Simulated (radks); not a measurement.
# Mo²⁺ in [Kr] 4d4: an all-electron calculation

Wanted: eigenvalues, radial structure and energy terms of the molybdenum ion Mo2+.

The numbers are computed with radks (a radial shooting solver on a logarithmic mesh, Libxc functionals) version 1 (scalar-relativistic Kohn-Sham, AM05, spin-polarised, spherical densities, finite nucleus; open shells are filled with parallel spins first), except any that are marked as measured or tabulated.

## Step 1: What is computed

| Quantity | Value |
| --- | --- |
| element | molybdenum (Z = 42) |
| charge | +2 |
| electrons | 40 |
| configuration | [Kr] 4d4 |
| nuclear rms radius | 4.4091 fm |

The outer shells:

Mo²⁺
```
[Kr] core
4d [↑ ][↑ ][↑ ][↑ ][  ]
```

## Step 2: The run

Input:

```text
Z 42
configuration [Kr] 4d4 5s0 5p0
relativity scalar-relativistic
functional am05,am05
spin polarised
nucleus finite rms 4.4091 fm
c 137.035999084
```

On the command line:

```console
python run_ks.py task.json out
```

The same process makes all the runs of this session.

**Question.** What will this run give?

As calculated:

```
                        quantity                   value
                    total energy     -4043.84343 hartree
exchange-correlation share of it                  2.94 %
                            −T/E                  1.0308
          highest occupied level       4d up, -21.881 eV
    most extended occupied level  4d up, <r> = 1.71 bohr
 radius at density 0.001 e/bohr³               3.57 bohr
    maxima of the radial density                       4
         ionisation energy, NIST     27.1 (semi-emp.) eV
```

4 principal shells are occupied and 4 maxima appear in the radial density. −T/E is 1.031: with relativity the kinetic term as defined here no longer equals −E. Minus the highest eigenvalue, 21.881 eV, is 81 % of the tabulated ionisation energy (27.1 eV); the potential of a semilocal functional falls off too fast, so its top eigenvalue is too shallow. Open shells are spherical and high-spin; term and fine-structure splittings are not resolved.
